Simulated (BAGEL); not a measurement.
# A workflow on SiF4 (silicon tetrafluoride)

We compute a single-point energy (HF/def2-SV(P)), then the energy (NEVPT2(2,2)/def2-SV(P)), then a single-point energy (CASPT2(2,2)/def2-SV(P)) of SiF4 (silicon tetrafluoride). 

Program for the calculation: BAGEL 1.2.2.

1 further run of the same task is left out (set aside as unsound or not needed).

### Step 1. The structure to begin with

The species is SiF4 (5 atoms), meant as a singlet with charge 0. As SMILES, `F[Si](F)(F)F`. The Si2–F3 distance was set to 3.592 Å, away from the relaxed value. At this shape a bond of the SMILES string is far longer than usual.

Bond lengths: F1–Si2 1.562 Å, Si2–F4 1.562 Å, Si2–F5 1.562 Å. Angles: F1–Si2–F4 109.5°, F1–Si2–F5 109.5°, F4–Si2–F5 109.5°.

### Step 2. A single-point energy at HF/def2-SV(P) (density fitting with svp-jkfit) (run 1)

The input, calc.json:

```json
{ "bagel" : [

{
  "title" : "molecule",
  "basis" : "def2-sv_p_.json",
  "df_basis" : "svp-jkfit",
  "angstrom" : true,
  "geometry" : [
    { "atom" : "F", "xyz" : [       1.504438,      -2.279685,       1.102184 ] },
    { "atom" : "Si", "xyz" : [       1.361238,      -1.487755,      -0.236276 ] },
    { "atom" : "F", "xyz" : [      -1.047100,       1.144420,       0.181750 ] },
    { "atom" : "F", "xyz" : [       0.884008,      -2.455565,      -1.365316 ] },
    { "atom" : "F", "xyz" : [       2.742368,      -0.872435,      -0.627446 ] }
  ]
},

{ "title" : "hf" },

{ "title" : "print", "file" : "orbitals.molden", "orbitals" : true }

]}
```

The basis set def2-SV(P) is read from a file made from the Basis Set Exchange's data (not shown).

Launch:

```bash
$ BAGEL_NUM_THREADS=1 BAGEL calc.json > calc.out
```

The program printed:

```text
* using 1 threads per process

  ===============================================================
  ===============================================================

  *** Geometry ***

  { "atom" : "F", "xyz" : [      2.842976,     -4.307980,      2.082826 ] },
  { "atom" : "Si", "xyz" : [      2.572367,     -2.811449,     -0.446497 ] },
  { "atom" : "F", "xyz" : [     -1.978732,      2.162640,      0.343458 ] },
  { "atom" : "F", "xyz" : [      1.670533,     -4.640345,     -2.580073 ] },
  { "atom" : "F", "xyz" : [      5.182324,     -1.648663,     -1.185701 ] },

  Number of auxiliary basis functions:      436

  Since a DF basis is specified, we compute 2- and 3-index integrals:
    o Being stored without compression. Storage requirement is 0.019 GB

  Number of basis functions:       74
  Number of electrons      :       50

    * METHOD: MOLECULE                             0.14

  *** RHF ***

  === Nuclear Repulsion ===
   226.4969756985

      * DIIS with orbital gradients will be used.

  === RHF iteration (def2-sv_p_.json) ===
      0       -685.70441797          0.03022608           0.04
      1       -684.88587501          0.03574749           0.04
      2       -686.02275376          0.01341304           0.04
      3       -686.11015429          0.00695012           0.04
      4       -686.15134677          0.00247784           0.04
      5       -686.16656671          0.00147609           0.04
      6       -686.17623532          0.00056827           0.04
      7       -686.17705244          0.00012697           0.04
      8       -686.17707208          0.00005826           0.04
      9       -686.17707611          0.00001508           0.04
     10       -686.17707621          0.00000575           0.04
     11       -686.17707623          0.00000201           0.04
     12       -686.17707624          0.00000045           0.04
     13       -686.17707624          0.00000009           0.04
     14       -686.17707624          0.00000002           0.04
     15       -686.17707624          0.00000000           0.04
    * SCF iteration converged.

    * Permanent dipole moment:
           (   -1.960544,     2.142773,     0.340291) a.u.

    * METHOD: HF                                   0.73

    * METHOD: PRINT                                0.01

  ===============================================================
```

Run time: 1 s. Hardware: 1 thread of Arm Neoverse V1, shared host; peak memory 0.18 GiB.

### Step 3. A single-point energy at NEVPT2(2,2)/def2-SV(P) (density fitting with svp-jkfit) (run 2)

The input, nevpt2.json:

```json
{ "bagel": [

{
  "title": "molecule",
  "basis": "def2-sv_p_.json",
  "df_basis": "svp-jkfit",
  "angstrom": true,
  "geometry": [
    { "atom": "F", "xyz": [       1.504438,      -2.279685,       1.102184 ] },
    { "atom": "Si", "xyz": [       1.361238,      -1.487755,      -0.236276 ] },
    { "atom": "F", "xyz": [      -1.047100,       1.144420,       0.181750 ] },
    { "atom": "F", "xyz": [       0.884008,      -2.455565,      -1.365316 ] },
    { "atom": "F", "xyz": [       2.742368,      -0.872435,      -0.627446 ] }
  ]
},

{
  "title": "hf"
},

{
  "title": "casscf",
  "nstate": 1,
  "nact": 2,
  "nclosed": 24,
  "active": [25, 26],
  "maxiter": 200,
  "natocc": true
},

{
  "title": "nevpt2",
  "nstate": 1,
  "nact": 2,
  "nclosed": 24,
  "active": [25, 26],
  "maxiter": 200,
  "natocc": true,
  "ncore": 9
},

{
  "title": "print",
  "file": "orbitals.molden",
  "orbitals": true
}

]}
```

The basis set def2-SV(P) is read from a file made from the Basis Set Exchange's data (not shown).

Launch:

```bash
$ BAGEL_NUM_THREADS=1 BAGEL nevpt2.json > nevpt2.out
```

The program printed:

```text
* using 1 threads per process

  ===============================================================
  ===============================================================

  *** Geometry ***

  { "atom" : "F", "xyz" : [      2.842976,     -4.307980,      2.082826 ] },
  { "atom" : "Si", "xyz" : [      2.572367,     -2.811449,     -0.446497 ] },
  { "atom" : "F", "xyz" : [     -1.978732,      2.162640,      0.343458 ] },
  { "atom" : "F", "xyz" : [      1.670533,     -4.640345,     -2.580073 ] },
  { "atom" : "F", "xyz" : [      5.182324,     -1.648663,     -1.185701 ] },

  Number of auxiliary basis functions:      436

  Since a DF basis is specified, we compute 2- and 3-index integrals:
    o Being stored without compression. Storage requirement is 0.019 GB

[... 18 lines left out ...]
    * SCF iteration converged.
[... 1 line left out ...]
    * Permanent dipole moment:
[... 27 lines left out ...]
    * Second-order optimization converged. *
[... 1 line left out ...]
     guess   0:   closed 1.                   open ..

  === FCI iteration ===

      0  0      -686.11347063     1.44e-01      0.00
      1  0      -686.29997935     4.97e-02      0.00
      2  0 *    -686.32835575     4.62e-16      0.00

     * ci vector, state   0, <S^2> = 0.0000
       2.     0.7744351753
       .2    -0.6326532693

    * METHOD: CASSCF                               2.53

    * freezing 9 orbitals

  === DF-NEVPT2 calculation ===

    * 3-index integral transformation done
    * assembly done

      NEVPT2 correlation energy:   -0.7690308259      0.14

          (+0)     -0.6825422763
          (+0)'    -0.0107951119
          (+1)     -0.0250384493
          (+1)'    -0.0000000000
          (+2)     -0.0000578657
          (-1)     -0.0504840021
          (-1)'     0.0000000000
          (-2)     -0.0001131206

      NEVPT2 total energy:       -687.0973865808

    * METHOD: NEVPT2                               0.23

    * METHOD: PRINT                                0.01

  ===============================================================
```

Wall time 3.9 s (1 thread of Arm Neoverse V1, shared host); peak memory 0.18 GiB.

### Step 4. The energy at CASPT2(2,2)/def2-SV(P) (density fitting with svp-jkfit) (run 3)

The input, input.json:

```json
{ "bagel": [

{
  "title": "molecule",
  "basis": "def2-sv_p_.json",
  "df_basis": "svp-jkfit",
  "angstrom": true,
  "geometry": [
    { "atom": "F", "xyz": [    1.504438,   -2.279685,    1.102184 ] },
    { "atom": "Si", "xyz": [    1.361238,   -1.487755,   -0.236276 ] },
    { "atom": "F", "xyz": [   -1.047100,    1.144420,    0.181750 ] },
    { "atom": "F", "xyz": [    0.884008,   -2.455565,   -1.365316 ] },
    { "atom": "F", "xyz": [    2.742368,   -0.872435,   -0.627446 ] }
  ]
},
{
  "title": "hf"
},
{
  "title": "casscf",
  "nstate": 1,
  "nact": 2,
  "nclosed": 24,
  "active": [25, 26],
  "maxiter": 200,
  "natocc": true
},
{
  "title": "print",
  "file": "orbitals.molden",
  "orbitals": true
},
{
  "title": "smith",
  "method": "caspt2",
  "ms": true,
  "xms": true,
  "sssr": true,
  "shift": 0.2,
  "shift_imag": true,
  "ncore": 9
}

]}
```

The basis set def2-SV(P) is read from a file made from the Basis Set Exchange's data (not shown).

Launch:

```bash
$ BAGEL_NUM_THREADS=1 BAGEL input.json > input.out
```

The program printed:

```text
* using 1 threads per process

  ===============================================================
  ===============================================================

  *** Geometry ***

  { "atom" : "F", "xyz" : [      2.842976,     -4.307980,      2.082826 ] },
  { "atom" : "Si", "xyz" : [      2.572367,     -2.811449,     -0.446497 ] },
  { "atom" : "F", "xyz" : [     -1.978732,      2.162640,      0.343458 ] },
  { "atom" : "F", "xyz" : [      1.670533,     -4.640345,     -2.580073 ] },
  { "atom" : "F", "xyz" : [      5.182324,     -1.648663,     -1.185701 ] },

  Number of auxiliary basis functions:      436

  Since a DF basis is specified, we compute 2- and 3-index integrals:
    o Being stored without compression. Storage requirement is 0.019 GB

[... 18 lines left out ...]
    * SCF iteration converged.
[... 1 line left out ...]
    * Permanent dipole moment:
[... 27 lines left out ...]
    * Second-order optimization converged. *
[... 9 lines left out ...]
     * ci vector, state   0, <S^2> = 0.0000
[... 16 lines left out ...]
    * Zeroth order energy : state  0       -0.5598631251
[... 4 lines left out ...]
       #      aibj      arbs      arbi      airj      risj      airs      arst      rist         Etot      error   time
[... 2 lines left out ...]
       0  -0.68137  -0.00014  -0.05474  -0.02736  -0.00009  -0.01091  -0.00000   0.00000   -0.7746078  0.0004922   0.07
       1  -0.68138  -0.00014  -0.05478  -0.02737  -0.00009  -0.01093  -0.00000   0.00000   -0.7746963  0.0000307   0.07
       2  -0.68138  -0.00014  -0.05478  -0.02737  -0.00009  -0.01093  -0.00000  -0.00000   -0.7746967  0.0000026   0.07
       3  -0.68138  -0.00014  -0.05478  -0.02737  -0.00009  -0.01093  -0.00000  -0.00000   -0.7746967  0.0000003   0.07

      ------------------------------------------------------------------------------------------------------------------

    * CASPT2 energy : state  0     -687.1047747817
        w/o shift correction       -687.1030524617
        reference weight              0.8569034559

    * METHOD: SMITH                                0.47

  ===============================================================
```

Run time: 4.2 s. Hardware: 1 thread of Arm Neoverse V1, shared host; peak memory 0.18 GiB.

### Step 5. What came out

```
                                   quantity          value
         run 1, HF/def2-SV(P): total energy  -686.17708 Eh
        run 1, HF/def2-SV(P): dipole moment         7.43 D
          run 1, HF/def2-SV(P): HOMO energy      -10.14 eV
          run 1, HF/def2-SV(P): LUMO energy       -3.70 eV
        run 1, HF/def2-SV(P): HOMO–LUMO gap        6.44 eV
run 2, NEVPT2(2,2)/def2-SV(P): total energy  -687.09739 Eh
run 3, CASPT2(2,2)/def2-SV(P): total energy  -687.10477 Eh
```

One bond (run 1, HF/def2-SV(P)) is far stretched, which a spin-restricted single reference describes badly; a broken-symmetry solution may lie lower.
